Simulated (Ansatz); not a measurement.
# H₅NOSn: a barrier at many levels of theory

How high is the barrier of this step (N2–H4 formed, Sn1–N2 loosened, O3–H4 broken), and how far do cheaper methods land from CCSD(T)?

The runs use Ansatz 0.2.0, Gaussian basis; single points in def2-TZVPP on PBE0-D4/def2-TZVP structures.

Levels: SPW92, PBE-D4, BLYP-D4, r2SCAN-D4, B97M-V, PBE0-D4, B3LYP-D4, r2SCAN0-D4, BHLYP-D4, CAM-B3LYP-D4, wB97X-V, wB97M-V, B2PLYP, PBE-QIDH, RPA on PBE, Hartree-Fock, MP2, CCSD, CCSD(T). The reference is CCSD(T) at the basis limit, from triple and quadruple zeta. Zero-point energies come from PBE0-D4 vibrations.

Cores are frozen in the correlated methods. Filled d shells of the heavier atoms are correlated. Core potentials replace the inner electrons past krypton, and spin-orbit coupling is left out. B3LYP uses VWN-RPA correlation. B2PLYP carries no dispersion term here.

43 further runs of the same task are left out: 1 that didn't finish, 42 set aside as unsound or not needed.

## (1) Start, saddle and end, as given

Charge 0, multiplicity 1. The folders r, ts and p hold the start, the saddle and the end; their coordinates stand in the first inputs.

| pair | r (Å) | ts (Å) | p (Å) |
| --- | --- | --- | --- |
| N2–H4 | 2.978 | 1.185 | 1.020 |
| Sn1–N2 | 2.019 | 2.195 | 2.341 |
| O3–H4 | 0.961 | 1.431 | 2.553 |

## (2) SPW92/def2-TZVPP

File r/in.yaml:

```yaml
crystal:
  periodic: [false, false, false]
  atoms:
    - {symbol: Sn, position_ang: [-0.641015, 0.234048, 0.293925]}
    - {symbol: N, position_ang: [1.275792, -0.398230, 0.239025]}
    - {symbol: O, position_ang: [-1.191912, 0.259415, -1.592170]}
    - {symbol: H, position_ang: [-0.463314, -0.026069, -2.150112]}
    - {symbol: H, position_ang: [-0.749442, 1.837496, 0.863554]}
    - {symbol: H, position_ang: [-1.643085, -0.893813, 1.088332]}
    - {symbol: H, position_ang: [1.452135, -1.282962, 0.694071]}
    - {symbol: H, position_ang: [1.960740, 0.270013, 0.563376]}
basis:
  gaussian: {orbitals: def2-TZVPP}
hamiltonian: {xc: lda}
```

File ts/in.yaml:

```yaml
crystal:
  periodic: [false, false, false]
  atoms:
    - {symbol: Sn, position_ang: [-1.020316, 0.357878, 0.289409]}
    - {symbol: N, position_ang: [1.024636, -0.342985, -0.091367]}
    - {symbol: O, position_ang: [-0.854309, 0.149223, -1.582370]}
    - {symbol: H, position_ang: [0.442952, -0.237240, -1.118125]}
    - {symbol: H, position_ang: [-0.915844, 1.886350, 1.053686]}
    - {symbol: H, position_ang: [-1.797268, -0.806154, 1.275638]}
    - {symbol: H, position_ang: [1.303833, -1.286162, 0.151092]}
    - {symbol: H, position_ang: [1.816215, 0.278989, 0.022038]}
basis:
  gaussian: {orbitals: def2-TZVPP}
hamiltonian: {xc: lda}
```

File p/in.yaml:

```yaml
crystal:
  periodic: [false, false, false]
  atoms:
    - {symbol: Sn, position_ang: [-1.164487, 0.394365, 0.159712]}
    - {symbol: N, position_ang: [1.040077, -0.348693, -0.099322]}
    - {symbol: O, position_ang: [-1.416628, 0.326620, -1.663604]}
    - {symbol: H, position_ang: [0.965494, -0.408072, -1.114945]}
    - {symbol: H, position_ang: [-0.803961, 1.829735, 1.043484]}
    - {symbol: H, position_ang: [-1.674160, -0.828447, 1.262564]}
    - {symbol: H, position_ang: [1.271069, -1.264043, 0.270514]}
    - {symbol: H, position_ang: [1.782496, 0.298435, 0.141597]}
basis:
  gaussian: {orbitals: def2-TZVPP}
hamiltonian: {xc: lda}
```

Each run has its own folder and the same command.

The run is started by

```bash
ansatz run in.yaml --threads 4 --pin off --events-out ev --progress --plain --max-ram 9574MiB
```

Further steps of the session: PBE-D4/def2-TZVPP; BLYP-D4/def2-TZVPP; r2SCAN-D4/def2-TZVPP; B97M-V/def2-TZVPP; PBE0-D4/def2-TZVPP; B3LYP-D4/def2-TZVPP; r2SCAN0-D4/def2-TZVPP; BHLYP-D4/def2-TZVPP; CAM-B3LYP-D4/def2-TZVPP; wB97X-V/def2-TZVPP; wB97M-V/def2-TZVPP; B2PLYP/def2-TZVPP; PBE-QIDH/def2-TZVPP; RPA on PBE/def2-TZVPP; CCSD(T)/def2-TZVPP; MP2/def2-QZVPP; SPW92/def2-SVP; PBE-D4/def2-SVP; PBE0-D4/def2-SVP; wB97M-V/def2-SVP; CCSD(T)/def2-SVP; Vibrations of the start structure; Vibrations of the end structure.

Q: Predict the outcome of this session. Wanted: barrier, CCSD(T)/CBS; reverse barrier, CCSD(T)/CBS; step energy, CCSD(T)/CBS; barrier with zero-point energy; step energy with zero-point energy; imaginary mode at the saddle; largest T1 diagnostic.

The runs gave:

| quantity | value |
| --- | --- |
| barrier, CCSD(T)/CBS | 161.9 kJ/mol |
| reverse barrier, CCSD(T)/CBS | 27.0 kJ/mol |
| step energy, CCSD(T)/CBS | +134.9 kJ/mol |
| barrier with zero-point energy | 156.6 kJ/mol |
| step energy with zero-point energy | +139.4 kJ/mol |
| imaginary mode at the saddle | 1069i cm⁻¹ |
| largest T1 diagnostic | 0.021 |

**Reading.** Among the functionals B97M-V lands nearest to CCSD(T)/CBS (-1.4 kJ/mol) and SPW92 farthest (-42.6 kJ/mol). Mean unsigned error by rung: LDA 42.6, GGA 26.8, meta-GGA 7.1, hybrid 9.2, range-separated hybrid 6.9, double hybrid 4.4 kJ/mol. PBE-D4 gives a barrier 29.5 kJ/mol too low, outside chemical accuracy (1 kcal/mol, 4.2 kJ/mol). The barrier rises with the share of exact exchange, from BLYP-D4 through B3LYP-D4 to BHLYP-D4 (-24.0, -4.2, +23.0 kJ/mol). Hartree-Fock, with no correlation, is off by +66.1 kJ/mol. Zero-point motion lowers the barrier by 5.3 kJ/mol. The start structure keeps an imaginary mode: no true minimum.
